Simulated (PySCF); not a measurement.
# C₃H₁₀BNO: spin-spin couplings

Aim: predict the spin-spin couplings of C₃H₁₀BNO (`C[N@@H+]1[BH2-]COC1`).

Computed with PySCF 2.14.0, with density-fitted response routines of our own, on a single molecule in the gas phase. Atoms count from 0, in the outputs and in this text.

## (1) Starting geometry

16 atoms, charge 0, multiplicity 1; geometry from: GFN2-xTB.

Bonds of the start (Å): C0–N1 1.45, N1–B2 1.65, B2–C3 1.64, C3–O4 1.45, O4–C5 1.37, C5–N1 1.47, C0–H6 1.09, C0–H7 1.09, C0–H8 1.09, N1–H9 1.02, B2–H10 1.19, B2–H11 1.19, C3–H12 1.10, C3–H13 1.09, C5–H14 1.10, C5–H15 1.10.

## (2) Indirect couplings: B3LYP/pcJ-1

What the job is given:

```
{"job": {"kind": "j", "xc": "B3LYP", "basis": "pcJ-1"}, "charge": 0, "multiplicity": 1}
C     -1.859540    -0.371581     0.101313
N     -0.534871    -0.037893    -0.393062
B      0.699113    -1.035884     0.049492
C      1.911174     0.073251    -0.009637
O      1.285617     1.336182    -0.367762
C     -0.023773     1.277462     0.035219
H     -2.134299    -1.363394    -0.251223
H     -1.836478    -0.389413     1.189732
H     -2.606918     0.353396    -0.230595
H     -0.527004    -0.054544    -1.410537
H      0.765728    -1.900609    -0.762285
H      0.457306    -1.419458     1.148472
H      2.429708     0.211884     0.946024
H      2.670715    -0.100368    -0.772219
H     -0.128779     1.318470     1.134112
H     -0.575298     2.111443    -0.418455
```

Method: B3LYP/pcJ-1 indirect spin-spin coupling, non-relativistic, gas phase.

Command:

```console
$ OMP_NUM_THREADS=1 python probes_run.py task.json out
```

One launch serves the whole session: the jobs run in the order shown.

What it wrote:

```text
coarse grid: 12696 points
cycle   1  E = -275.0215029544  dE =  6.372e-01  |g| = 6.700e-01  |ddm| = 2.961e+00
cycle   2  E = -274.9297188997  dE =  9.178e-02  |g| = 9.996e-01  |ddm| = 1.482e+00
cycle   3  E = -275.1142922478  dE = -1.846e-01  |g| = 1.397e-01  |ddm| = 9.683e-01
cycle   4  E = -275.1179661919  dE = -3.674e-03  |g| = 4.558e-02  |ddm| = 1.438e-01
cycle   5  E = -275.1184599689  dE = -4.938e-04  |g| = 1.071e-02  |ddm| = 4.504e-02
cycle   6  E = -275.1184818039  dE = -2.183e-05  |g| = 3.496e-03  |ddm| = 9.642e-03
cycle   7  E = -275.1184843346  dE = -2.531e-06  |g| = 5.304e-04  |ddm| = 2.331e-03
final grid: 120752 points
cycle   8  E = -275.1735804579  dE = -1.432e-04  |g| = 7.651e-03  |ddm| = 2.404e-02
cycle   9  E = -275.1735718011  dE =  8.657e-06  |g| = 1.002e-02  |ddm| = 1.112e-02
cycle  10  E = -275.1735920186  dE = -2.022e-05  |g| = 1.481e-03  |ddm| = 6.712e-03
cycle  11  E = -275.1735923243  dE = -3.058e-07  |g| = 6.653e-04  |ddm| = 1.517e-03
cycle  12  E = -275.1735924080  dE = -8.370e-08  |g| = 5.281e-05  |ddm| = 4.969e-04
cycle  13  E = -275.1735924085  dE = -4.916e-10  |g| = 1.864e-05  |ddm| = 5.073e-05
converged SCF energy = -275.1735924085

Indirect spin-spin couplings (Hz)
  i      j    bonds     total        FC       PSO       DSO        SD
  0 C    1 N    1     -7.775    -6.736    -0.101    -0.094    -0.843
  0 C    2 B    2      0.606     0.711    -0.086    -0.013    -0.006
  0 C    3 C    3      3.225     3.226     0.068    -0.069         -
  0 C    4 O    3      0.171    -0.079     0.196     0.054         -
  0 C    5 C    2      1.747     1.918    -0.178     0.006         -
  0 C    6 H    1    146.376   145.144     0.536     0.696         -
  0 C    7 H    1    145.929   144.719     0.478     0.732         -
  0 C    8 H    1    137.816   136.409     0.698     0.709         -
  0 C    9 H    2     -1.978    -2.048     0.409    -0.339         -
  0 C   10 H    3      0.035     0.054     0.108    -0.128         -
  0 C   11 H    3      7.424     7.398    -0.073     0.099         -
  0 C   12 H    4     -0.268    -0.257     0.266    -0.277         -
  0 C   13 H    4     -0.262    -0.242     0.338    -0.357         -
  0 C   14 H    3      1.913     1.903    -0.070     0.079         -
  0 C   15 H    3      0.332     0.338     0.076    -0.082         -
  1 N    2 B    1     -4.500    -4.022     0.122    -0.122    -0.478
  1 N    3 C    2     -0.798    -0.886     0.108    -0.024     0.004
  1 N    4 O    2      0.605     1.112    -0.495     0.005    -0.017
  1 N    5 C    1     -4.494    -3.874     0.330    -0.121    -0.828
  1 N    6 H    2     -0.629    -0.509    -0.158     0.035     0.002
  1 N    7 H    2      0.039     0.217    -0.182     0.023    -0.019
  1 N    8 H    2      0.696     0.770    -0.157     0.061     0.022
  1 N    9 H    1    -73.761   -71.333    -1.899    -0.470    -0.058
  1 N   10 H    2     -2.643    -2.670     0.089    -0.064     0.002
  1 N   11 H    2     -1.071    -1.040     0.070    -0.070    -0.031
  1 N   12 H    3      0.022     0.003    -0.110     0.109     0.019
  1 N   13 H    3     -1.370    -1.413    -0.072     0.090     0.025
  1 N   14 H    2     -4.026    -4.040     0.028    -0.021     0.007
  1 N   15 H    2     -0.140    -0.186    -0.000     0.041     0.006
  2 B    3 C    1     46.502    45.634    -0.284     0.265     0.887
  2 B    4 O    2     -0.039    -0.380     0.224     0.001     0.115
  2 B    5 C    2      1.563     1.638    -0.088     0.045    -0.032
  2 B    6 H    3      0.638     0.670    -0.077     0.049    -0.004
  2 B    7 H    3      1.532     1.580    -0.086     0.053    -0.015
  2 B    8 H    3      4.622     4.628     0.528    -0.566     0.032
  2 B    9 H    2     -3.313    -3.254    -0.042    -0.066     0.049
  2 B   10 H    1    108.378   108.094    -0.859     0.975     0.169
  2 B   11 H    1    108.154   107.878    -0.905     1.021     0.160
  2 B   12 H    2     -1.404    -1.409     0.059    -0.142     0.088
  2 B   13 H    2     -2.512    -2.547     0.115    -0.182     0.101
  2 B   14 H    3      2.069     2.113    -0.070     0.048    -0.022
  2 B   15 H    3      3.483     3.515     0.625    -0.655    -0.001
  3 C    4 O    1     20.298    22.614    -2.195    -0.122         -
  3 C    5 C    2      1.028     1.342    -0.312    -0.001         -
  3 C    8 H    4      0.936     0.956     0.317    -0.338         -
  3 C    9 H    3      0.176     0.214     0.030    -0.068         -
  3 C   10 H    2      1.814     1.864    -0.082     0.032         -
  3 C   11 H    2     -0.360    -0.285    -0.132     0.057         -
  3 C   12 H    1    139.449   138.460     0.112     0.877         -
  3 C   13 H    1    144.552   143.620     0.074     0.858         -
  3 C   14 H    3      1.717     1.740     0.009    -0.032         -
  3 C   15 H    3     10.797    10.870     0.549    -0.622         -
  4 O    5 C    1     26.156    23.955     2.337    -0.137         -
  4 O    9 H    3      0.247     0.234     0.021    -0.008         -
  4 O   10 H    3     -1.646    -1.658    -0.128     0.140         -
  4 O   11 H    3     -0.261    -0.176    -0.234     0.150         -
  4 O   12 H    2     -5.218    -4.640    -0.650     0.073         -
  4 O   13 H    2    -11.911   -11.127    -0.810     0.026         -
  4 O   14 H    2     -3.490    -3.287    -0.332     0.129         -
  4 O   15 H    2    -14.552   -14.359    -0.272     0.080         -
  5 C    6 H    3     11.421    11.437     0.443    -0.459         -
  5 C    7 H    3      2.855     2.871    -0.109     0.093         -
  5 C    8 H    3      1.752     1.745    -0.069     0.076         -
  5 C    9 H    2     -3.618    -3.523     0.014    -0.109         -
  5 C   10 H    3      4.433     4.449     0.315    -0.330         -
  5 C   11 H    3     -0.034     0.019    -0.022    -0.031         -
  5 C   12 H    3     -0.051     0.077     0.088    -0.216         -
  5 C   13 H    3      7.787     7.838     0.512    -0.563         -
  5 C   14 H    1    160.389   159.608    -0.416     1.197         -
  5 C   15 H    1    158.606   157.776    -0.304     1.134         -
  6 H    7 H    2    -15.752   -15.756     2.514    -2.510         -
  6 H    8 H    2    -12.039   -12.058     2.703    -2.685         -
  6 H    9 H    3      3.127     3.271     0.295    -0.439         -
  6 H   10 H    4     -0.206    -0.178    -0.558     0.530         -
  6 H   14 H    4     -0.399    -0.320     1.541    -1.620         -
  6 H   15 H    4     -0.668    -0.581     1.587    -1.674         -
  7 H    8 H    2    -11.908   -11.925     2.576    -2.558         -
  7 H    9 H    3     15.542    15.602     3.500    -3.560         -
  7 H   10 H    4     -0.266    -0.174     0.830    -0.922         -
  7 H   11 H    4     -0.267    -0.333    -1.428     1.494         -
  7 H   14 H    4     -0.253    -0.338    -1.758     1.843         -
  7 H   15 H    4     -0.233    -0.125     0.730    -0.839         -
  8 H    9 H    3      2.800     2.960     0.476    -0.635         -
  8 H   10 H    4     -0.543    -0.463     1.324    -1.403         -
  8 H   11 H    4      0.797     0.865     1.413    -1.481         -
  8 H   13 H    5      0.173     0.254     1.252    -1.333         -
  8 H   15 H    4     -0.156    -0.157    -1.003     1.004         -
  9 H   10 H    3      3.919     3.930    -0.944     0.932         -
  9 H   11 H    3      4.942     5.048     2.201    -2.307         -
  9 H   12 H    4     -0.373    -0.246     1.962    -2.088         -
  9 H   13 H    4     -0.250    -0.143     0.156    -0.263         -
  9 H   14 H    3     13.074    13.198     3.330    -3.455         -
  9 H   15 H    3      4.609     4.724     0.009    -0.125         -
 10 H   11 H    2     -6.293    -6.317     1.154    -1.130         -
 10 H   12 H    3      4.917     5.014     1.442    -1.539         -
 10 H   13 H    3      8.046     8.071    -0.226     0.201         -
 10 H   14 H    4     -0.274    -0.186     1.465    -1.554         -
 10 H   15 H    4      1.077     1.170     1.597    -1.689         -
 11 H   12 H    3      9.920     9.932    -0.397     0.386         -
 11 H   13 H    3      6.612     6.720     1.537    -1.645         -
 11 H   15 H    4     -0.397    -0.290     1.638    -1.745         -
 12 H   13 H    2    -11.638   -11.677     2.204    -2.165         -
 12 H   14 H    4      0.365     0.439    -0.601     0.527         -
 12 H   15 H    4     -0.974    -0.825     1.940    -2.089         -
 13 H   14 H    4     -0.708    -0.565     2.042    -2.185         -
 14 H   15 H    2     -6.055    -6.115     1.938    -1.879         -
```

Wall time 63 s (1 thread of Arm Neoverse V1, shared host); peak memory 1.1 GiB.

A choice of the couplings up to four bonds, sorted by the number of bonds, with means over like pairs; isotopes 11B, 13C, 1H, 15N, 17O:

| pair | bonds | J (Hz) | Fermi contact (Hz) | dihedral (°) |
| --- | --- | --- | --- | --- |
| C5–H14 | 1 | 160.4 | 159.6 | – |
| C5–H15 | 1 | 158.6 | 157.8 | – |
| C3–H13 | 1 | 144.6 | 143.6 | – |
| C0–H6 | 1 | 143.4 | 142.1 | – |
| C3–H12 | 1 | 139.4 | 138.5 | – |
| B2–H10 | 1 | 108.4 | 108.1 | – |
| B2–H11 | 1 | 108.2 | 107.9 | – |
| N1–H9 | 1 | -73.8 | -71.3 | – |
| B2–C3 | 1 | 46.5 | 45.6 | – |
| O4–H15 | 2 | -14.6 | -14.4 | – |
| H6–H7 | 2 | -13.2 | -13.2 | – |
| O4–H13 | 2 | -11.9 | -11.1 | – |
| H12–H13 | 2 | -11.6 | -11.7 | – |
| H10–H11 | 2 | -6.3 | -6.3 | – |
| H14–H15 | 2 | -6.1 | -6.1 | – |
| O4–H12 | 2 | -5.2 | -4.6 | – |
| N1–H14 | 2 | -4.0 | -4.0 | – |
| C5–H9 | 2 | -3.6 | -3.5 | – |
| H9–H14 | 3 | 13.1 | 13.2 | 175 |
| C3–H15 | 3 | 10.8 | 10.9 | -167 |
| H11–H12 | 3 | 9.9 | 9.9 | 8 |
| H10–H13 | 3 | 8.0 | 8.1 | -1 |
| C5–H13 | 3 | 7.8 | 7.8 | 149 |
| C0–H11 | 3 | 7.4 | 7.4 | -34 |
| H6–H9 | 3 | 7.2 | 7.3 | – |
| H11–H13 | 3 | 6.6 | 6.7 | 133 |
| C5–H6 | 3 | 5.3 | 5.4 | – |
| H10–H15 | 4 | 1.1 | 1.2 | – |

The spin-dipole term was solved for some atoms only; pairs without it lack that part.

The response was solved for the nuclei of B, C, H, N alone, so couplings that need other nuclei can be missing.

Quadrupole couplings from the field gradients of the same density:

| atom | isotope | eQq/h (MHz) | η |
| --- | --- | --- | --- |
| O4 | 17O | -11.5 | 0.99 |
| N1 | 14N | -2.803 | 0.14 |
| B2 | 11B | 2.508 | 0.16 |

## (3) Outcome

| quantity | value |
| --- | --- |
| largest coupling of the table (B3LYP/pcJ-1) | ¹J(C,H) C5–H14, 160.4 Hz |

What this shows: In the run at B3LYP/pcJ-1, the largest coupling of the table is C5–H14, 160.4 Hz, of which the Fermi-contact term gives 159.6 Hz. Couplings across rotatable bonds belong to this one conformer; where others are populated, the observed values are averages.
